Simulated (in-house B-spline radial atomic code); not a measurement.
# Ba⁴⁹⁺: starting-point dependence of G0W0 and RPA

Aim: see how far the highest quasi-particle level and the RPA correlation energy of Ba⁴⁹⁺ depend on the orbitals that they are built on.

Method: RPA, second order, AC-SOSEX and G0W0 (contour deformation) on a scalar-relativistic mean field, all electrons; no spin-orbit coupling, Breit or QED terms, no two-electron picture change. Code: an in-house B-spline radial atomic code, version 1.

## (1) The system

* element: barium (Z = 56)
* charge: +49
* electrons: 7
* configuration: [He] 2s2 2p3
* Hamiltonian: scalar-relativistic (spin-free one-electron X2C), finite nucleus
* starts: Hartree-Fock, PBE, ωB97X, TPSS

The outer shells:

Ba49+
```
[He] core
2s [↑↓]
2p [↑ ][↑ ][↑ ]
```

## (2) The run with the Hartree-Fock start

Input settings:

```ini
Z = 56
electrons = 7.0
configuration = [He] 2s2 2p3
hamiltonian = x2c
method = hf
lmax = 9
rms_radius = 4.8378
spin_polarised = True
box_radius = 2.13
intervals = 60
```

Launch:

```sh
$ python run_gw.py task.json out
```

The settings of every run stand in task.json; they run in order.

Further steps of the session: The run with the PBE start; The run with the ωB97X start; The run with the TPSS start.

**Question.** What will these runs give? Wanted: highest level, mean field; highest level, G0W0; RPA correlation energy; RPA+SOSEX.

The runs gave:

| quantity | value |
| --- | --- |
| highest level, mean field (range over the runs) | -9251.89 to -9124.51 eV |
| highest level, G0W0 (range over the runs) | -9249.84 to -9249.24 eV |
| RPA correlation energy | -0.5178 to -0.4834 hartree |
| RPA+SOSEX | -0.2466 to -0.2415 hartree |
| tabulated theoretical ionisation energy (2p shell) | 9077.0 ± 4 eV (NIST Atomic Spectra Database, ionization energies) |
| G0W0 removal energy less that value | +172 to +173 eV |

**Reading.** Across the starts the mean-field level varies by 127 eV and the G0W0 level by 0.60 eV (0.47 % as much). Semilocal starts leave the level too high; G0W0 lowers it by 122 to 125 eV. RPA gives the most correlation on PBE and the least on Hartree-Fock (6.6 % apart); over the runs it loosely follows the gap of the start, as smaller excitation energies give more correlation. The tabulated theoretical ionisation energy is 9077.0 ± 4 eV. G0W0 is off by about +172 eV (+1.9 %) in every run shown, whatever the start. Spin-orbit coupling is left out: in so heavy and highly charged an ion the half-filled shell is really jj-coupled, so the high-spin state computed here is a model and the comparison is rough. Read as a removal energy, the bare PBE level is off by +47.5 eV (+0.52 %), nearer than G0W0, but by cancellation: self-interaction lowers its value while this Hamiltonian leaves the G0W0 value too high. Spin-orbit coupling, which splits the 2p shell strongly in so heavy an element, is left out.
